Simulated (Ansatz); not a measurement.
Predict the output of the script below (Ansatz's Python interface).

The script, `relaxed_scan_h3osn.py`:
```python
from dataclasses import dataclass

import ansatz as az
import numpy as np


@dataclass(frozen=True)
class Options:
    basis: str = "def2-SVP"
    functional: str = "hf"


cfg = Options()


def main() -> None:
    geometry_ang = [
        ("O", (-0.7056, 0.1699, 1.78)),
        ("Sn", (0.0064, -0.0143, -0.0465)),
        ("H", (-1.1328, 0.6422, -1.246)),
        ("H", (0.3426, -1.7033, -0.3654)),
        ("H", (1.5392, 0.8319, -0.1635)),
    ]
    system = az.Crystal.molecule()
    for symbol, xyz in geometry_ang:
        system = system.atom(symbol, xyz)

    model = system.calculation()
    model = model.basis(gaussian=cfg.basis)
    model = model.functional(cfg.functional)
    model = model.spin("collinear", total=1)
    symbols = [site.symbol for site in system.cartesian_sites]
    pairs = [(0, 1), (1, 2), (1, 3), (1, 4)]
    print("held (A)   E (eV)        ", "  ".join(f"{symbols[i]}{i}-{symbols[j]}{j}" for i, j in pairs))
    for length in [1.61, 1.75, 1.89, 2.1, 2.36]:
        data = model.relax(constraints=[az.DistanceConstraint((1, 3), at=length)], force_tolerance=0.02, max_steps=60).run(threads=1).report
        xyz = np.array(data["positions_ang"])
        print(f"{length:6.2f} {data['free_energy_ev']:14.5f}  ", "  ".join(f"{np.linalg.norm(xyz[i] - xyz[j]):.3f}" for i, j in pairs))


if __name__ == "__main__":
    main()
```

`python relaxed_scan_h3osn.py` gives:
```text
held (A)   E (eV)         O0-Sn1  Sn1-H2  Sn1-H3  Sn1-H4
DeckWarning: relax.constraints: the input's atoms, or those drawn, lie off the distances that are held; a relaxation that starts there is brought onto them ahead of its first SCF, by positions alone, [...]
  1.61    -7886.25227   2.015  1.705  1.610  1.704
  1.75    -7886.30999   2.012  1.703  1.750  1.701
  1.89    -7886.10954   2.010  1.700  1.890  1.700
  2.10    -7885.56522   2.007  1.700  2.100  1.700
  2.36    -7884.79575   1.998  1.699  2.360  1.699
```
(Warnings from the package without file and line, shortened, repeats left out.)

Reading the output:
- Total energies depend on the basis set; only differences at equal settings carry meaning.
- The energies are electronic: no zero-point or thermal terms, and the basis set is short of its limit.
- def2 sets replace the cores of elements past krypton by effective core potentials.
- The run takes the species as open-shell (spin multiplicity 2), which needn't be its ground state.
- The expectation value of S² is noticeably off S(S+1) in at least one run, so that state is spin-contaminated.
- Finished in 79 s on 1 thread of Arm Neoverse V1 (shared host), peak memory 0.2 GiB.
